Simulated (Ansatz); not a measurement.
# SnCl2: one species, many methods

An exercise on one series of results from a longer session: the logs are not shown, and one member is left open.

The runs use Ansatz 0.2.0, Gaussian basis; functionals in def2-TZVPP, the program's frozen cores in correlated methods.

Levels to be run: LDA (SPW92), PBE-D4, revPBE-D4, BLYP-D4, r2SCAN-D4, B97M-V, PBE0-D4, B3LYP-D4, r2SCANh-D4, r2SCAN0-D4, HSE06-D4, BHLYP-D4, CAM-B3LYP-D4, LC-ωPBE, ωB97X-V, ωB97M-V, B2PLYP, PBE-QIDH; CCSD(T)/def2-SVP; CCSD(T)/def2-TZVPP; MP2/def2-QZVPP; extrapolation to the limit; RPA on PBE.

## The relaxed structure

All runs share one geometry, relaxed beforehand with PBE0-D4 in a triple-zeta def2 set. Sn takes the def2 core potential; no spin-orbit term is included.

SMILES `[Cl][Sn][Cl]`, 3 atoms, charge 0, spin multiplicity 1.

Atoms are counted from 1 here; the program's logs count them from 0.

Bond lengths: Cl1–Sn2 2.363 Å, Sn2–Cl3 2.363 Å. Angles: Cl1–Sn2–Cl3 98.4°.

The first run:

File in.yaml:

```yaml
crystal:
  periodic: [false, false, false]
  atoms:
    - {symbol: Cl, position_ang: [1.154226, 1.220736, 0.755987]}
    - {symbol: Sn, position_ang: [-0.796938, 0.518937, -0.376553]}
    - {symbol: Cl, position_ang: [-0.368188, -1.804473, -0.392634]}
basis:
  gaussian: {orbitals: def2-TZVPP}
hamiltonian: {xc: lda}
output: {orbitals: {seedname: orbitals}}
```

Steps of the session up to this table: LDA; PBE-D4 (GGA); revPBE-D4 (GGA); BLYP-D4 (GGA); r2SCAN-D4 (meta-GGA); B97M-V (meta-GGA); PBE0-D4 (hybrid); B3LYP-D4 (hybrid); r2SCANh-D4 (hybrid); r2SCAN0-D4 (hybrid); HSE06-D4 (hybrid); BHLYP-D4 (hybrid); CAM-B3LYP-D4 (range-separated); LC-ωPBE-D4 (range-separated; the results give it without D4); ωB97X-V (range-separated); ωB97M-V (range-separated); B2PLYP (double hybrid); PBE-QIDH (double hybrid).

One table of the session follows, with a row left open; its other results are not shown here.

It belongs to the step «Frontier levels by functional». 

```
  functional  HOMO (eV)  LUMO (eV)  gap (eV)
 LDA (SPW92)      -7.15      -4.03      3.12
      PBE-D4      -6.95      -3.76      3.19
   revPBE-D4      -6.88      -3.66      3.22
     BLYP-D4      -6.81      -3.69      3.12
   r2SCAN-D4      -7.26      -3.73      3.53
      B97M-V      -7.15      -3.72      3.43
     PBE0-D4      -8.03      -3.12      4.91
    B3LYP-D4      -7.84      -3.34      4.51
  r2SCANh-D4          ?          ?         ?
  r2SCAN0-D4      -8.24      -3.10      5.14
    HSE06-D4      -7.64      -3.48      4.16
    BHLYP-D4      -8.97      -2.41      6.56
CAM-B3LYP-D4      -9.26      -2.21      7.05
     LC-ωPBE     -10.47      -1.14      9.33
     ωB97X-V     -10.16      -1.22      8.94
     ωB97M-V     -10.06      -1.34      8.72
```

Q: Estimate the row for r2SCANh-D4 from the others.

Worked estimate for «HOMO (eV)». Against the share of exact exchange, r2SCAN-D4 (0, -7.26), r2SCAN0-D4 (0.25, -8.24) give a slope of -3.92 per unit share; at 0.1 the line stands at -7.65.

As computed: HOMO (eV): -7.65; LUMO (eV): -3.47; gap (eV): 4.18. In «HOMO (eV)» the line misses by 0.00.
